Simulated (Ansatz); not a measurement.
Geometry optimisation, DFT PBE-D3(BJ), scalar-relativistic, plane waves, PAW in Ansatz.

Input file:

```yaml
crystal:
  lattice:
    - [5.7832, 0.0, 0.0]
    - [-2.8916, 5.008398, 0.0]
    - [0.0, 0.0, 19.2447]
  atoms:
    - { symbol: W, position: [0.0, 0.0, 0.0519624] }
    - { symbol: C, position: [0.3333333, 0.1666667, 0.1254839] }
    - { symbol: W, position: [0.0, 0.0, 0.1990054] }
    - { symbol: C, position: [0.3333333, 0.1666667, 0.272527] }
    - { symbol: W, position: [0.0, 0.5, 0.0519624] }
    - { symbol: C, position: [0.3333333, 0.6666667, 0.1254839] }
    - { symbol: W, position: [0.0, 0.5, 0.1990054] }
    - { symbol: C, position: [0.3333333, 0.6666667, 0.272527] }
    - { symbol: W, position: [0.5, 0.0, 0.0519624] }
    - { symbol: C, position: [0.8333333, 0.1666667, 0.1254839] }
    - { symbol: W, position: [0.5, 0.0, 0.1990054] }
    - { symbol: C, position: [0.8333333, 0.1666667, 0.272527] }
    - { symbol: W, position: [0.5, 0.5, 0.0519624] }
    - { symbol: C, position: [0.8333333, 0.6666667, 0.1254839] }
    - { symbol: W, position: [0.5, 0.5, 0.1990054] }
    - { symbol: C, position: [0.8333333, 0.6666667, 0.272527] }
    - { symbol: Ti, position: [0.8469674, 0.6768458, 0.4497186] }
    - { symbol: Cl, position: [1.1099828, 1.0791261, 0.4121701] }
    - { symbol: Cl, position: [0.4450461, 0.5377442, 0.4121701] }
    - { symbol: Cl, position: [0.9861522, 0.4140939, 0.4121701] }
    - { symbol: Cl, position: [0.8469674, 0.6768458, 0.5624769] }
basis:
  ecutwfc: 420.0
kpoints:
  mp_grid: { grid: [3, 3, 1] }
hamiltonian:
  xc: pbe
  dispersion: d3bj
  pseudopotentials: { kind: paw, azcp: { folder: soft_1 } }
scf:
  occupations: { method: gaussian, width: 0.05 }
  lower_state_search: "off"
relax:
  f_tol: 0.03
  max_steps: 60
  adjacent_minimum: "off"
  constraints: [{ sites: [0, 4, 8, 12] }]
```

Command:

```bash
$ ansatz run input.yaml --threads 4 --pin off --max-ram 10240MiB --backend cpu --events-out ev --progress --plain --runs-dir out
```

Task: Where does it end, and by what steps?

Result: It converged. Limits of this set-up: coarse k mesh, thin slab, slab without dipole correction. After 6 steps the energy has fallen by 6.457 eV; Cl19 moved furthest, 0.72 Å.

| step | energy less start (eV) | largest force component (eV/Å) | accepted |
| --- | --- | --- | --- |
| 0 | 0.0000 | 5.687 | yes |
| 1 | -4.7332 | 2.170 | yes |
| 2 | -5.8152 | 0.920 | yes |
| 3 | -6.2196 | 0.685 | yes |
| 4 | -6.4483 | 0.318 | yes |
| 5 | -6.4561 | 0.077 | yes |
| 6 | -6.4569 | 0.013 | yes |

```xyz
21
Lattice="5.7832 0.0000 0.0000 -2.8916 5.0084 0.0000 0.0000 0.0000 19.2447" Properties=species:S:1:pos:R:3
W 0.000 0.000 1.000
C 1.446 0.834 2.323
W -0.002 -0.001 3.857
C 1.445 0.835 4.972
W -1.446 2.504 1.000
C 0.000 3.339 2.323
W -1.445 2.506 3.857
C 0.002 3.338 4.972
W 2.892 0.000 1.000
C 4.337 0.835 2.323
W 2.892 0.000 3.859
C 4.338 0.836 4.972
W 1.446 2.504 1.000
C 2.892 3.339 2.323
W 1.447 2.503 3.857
C 2.892 3.339 4.974
Ti 2.942 3.397 8.679
Cl 3.959 5.131 7.883
Cl 0.931 3.403 7.887
Cl 3.942 1.644 7.906
Cl 2.939 3.408 10.870
```

Time of the run: 66 s on 4 threads of Arm Neoverse V1, on a shared host, peak memory 1.5 GiB.
